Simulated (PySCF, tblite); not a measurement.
**C3H12OSi3: geometry, infrared bands and NMR shifts**

Wanted: the infrared bands and NMR shifts of C3H12OSi3 (`C[Si]1(O[SiH3])C[SiH2]C1`), by calculation.

Programs: tblite 0.8.0 and PySCF 2.14.0, with density-fitted response routines of our own. Each step states its level of theory. These are calculated values for one molecule in the gas phase, unless marked as measured. Atoms count from 0, in the outputs and in this text.

## (1) The starting structure

19 atoms, charge 0, multiplicity 1; geometry from: force field or distance geometry start.

Bonds of the start (Å): C0–Si1 1.83, Si1–O2 1.67, O2–Si3 1.64, Si1–C4 1.91, C4–Si5 1.91, Si5–C6 1.90, C6–Si1 1.89, C0–H7 1.09, C0–H8 1.09, C0–H9 1.11, Si3–H10 1.49, Si3–H11 1.48, Si3–H12 1.47, C4–H13 1.09, C4–H14 1.10, Si5–H15 1.48, Si5–H16 1.48, C6–H17 1.09, C6–H18 1.08.

## (2) Optimising the geometry with GFN2-xTB

What the job is given:

```
{"job": {"kind": "relax", "xc": "GFN2-xTB", "basis": "xTB"}, "charge": 0, "multiplicity": 1}
C      0.261500     2.103500    -0.309100
Si    -0.032800     0.297900    -0.234100
O      1.319400    -0.638100    -0.496700
Si     2.841500    -0.863600     0.073900
C     -1.016900    -0.156500     1.338000
Si    -2.052800    -1.284000     0.200400
C     -1.545500    -0.179200    -1.263600
H      0.646800     2.408400    -1.283300
H      0.981200     2.430600     0.446200
H     -0.676800     2.664300    -0.133800
H      2.764300    -1.291900     1.501300
H      3.515900    -1.924500    -0.712800
H      3.598600     0.399300    -0.003600
H     -0.450400    -0.670400     2.109400
H     -1.587700     0.685900     1.753400
H     -3.502500    -1.241600     0.514800
H     -1.505700    -2.659800     0.116100
H     -2.237600     0.638800    -1.441400
H     -1.330200    -0.710000    -2.182400
```

On the command line:

```bash
$ OMP_NUM_THREADS=1 python probes_run.py task.json out
```

The driver reads the jobs from task.json and runs them one after another.

**Question.** This job is followed by: GFN2-xTB harmonic vibrations, gas phase; GIAO PBE0/pcSseg-1 NMR shielding, non-relativistic, gas phase. What will the session give for the following? strongest single infrared mode (GFN2-xTB); zero-point energy (GFN2-xTB); ¹³C shifts against TMS (PBE0/pcSseg-1, means over atoms taken as alike); ¹H shifts against TMS (PBE0/pcSseg-1, means over atoms taken as alike); ²⁹Si shifts against TMS (PBE0/pcSseg-1); ¹⁷O shifts against H2O (PBE0/pcSseg-1).

The runs gave:

| quantity | value |
| --- | --- |
| strongest single infrared mode (GFN2-xTB) | 1059 cm⁻¹, 615 km/mol |
| zero-point energy (GFN2-xTB) | 84.6 kcal/mol |
| ¹³C shifts against TMS (PBE0/pcSseg-1, means over atoms taken as alike) | 5.9, 4.7 ppm |
| ¹H shifts against TMS (PBE0/pcSseg-1, means over atoms taken as alike) | 5.18, 4.65, 4.63, 0.82, 0.62, 0.27 ppm |
| ²⁹Si shifts against TMS (PBE0/pcSseg-1) | 16.5, -45.9, -52.0 ppm |
| ¹⁷O shifts against H2O (PBE0/pcSseg-1) | 47.3 ppm |

**Reading.** Relaxing lowered the energy by 0.422 eV in 154 steps; the close pair that moved most is C0–Si1, from 1.831 to 1.893 Å. The lowest mode is imaginary (30i cm⁻¹), so the xTB geometry is not a minimum. The strongest single mode, at 1059 cm⁻¹, moves mainly O2. GFN2-xTB is a fitted tight-binding method: band positions and strengths are rough. Its intensities can rank the bands wrongly. At PBE0/pcSseg-1: The largest span, 117 ppm, is at O2, where the paramagnetic term is -113 ppm.
